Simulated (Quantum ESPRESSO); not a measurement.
Si: dielectric tensor and Born charges under several settings

```xyz
2
Lattice="0.0000 2.7155 2.7155 2.7155 0.0000 2.7155 2.7155 2.7155 0.0000" Properties=species:S:1:pos:R:3 pbc="T T T"
Si    0.0000    0.0000    0.0000
Si    1.3578    1.3578    1.3578
```

The cell was built by a generator and needn't be a form met in nature.

All runs used Quantum ESPRESSO 7.5; potentials PseudoDojo 0.4.1 SR LDA standard; given cell; no spin polarisation; cutoff 435 eV; occupations smeared at first, fixed for the response.

| level | k mesh (s: shifted) | ε∞ (diagonal) |
| --- | --- | --- |
| LDA | 8 × 8 × 8s | 13.29 |
| LDA | 10 × 10 × 10s | ? |

Problem. What stands in the row left open?

Solution. ε∞ 13.28.
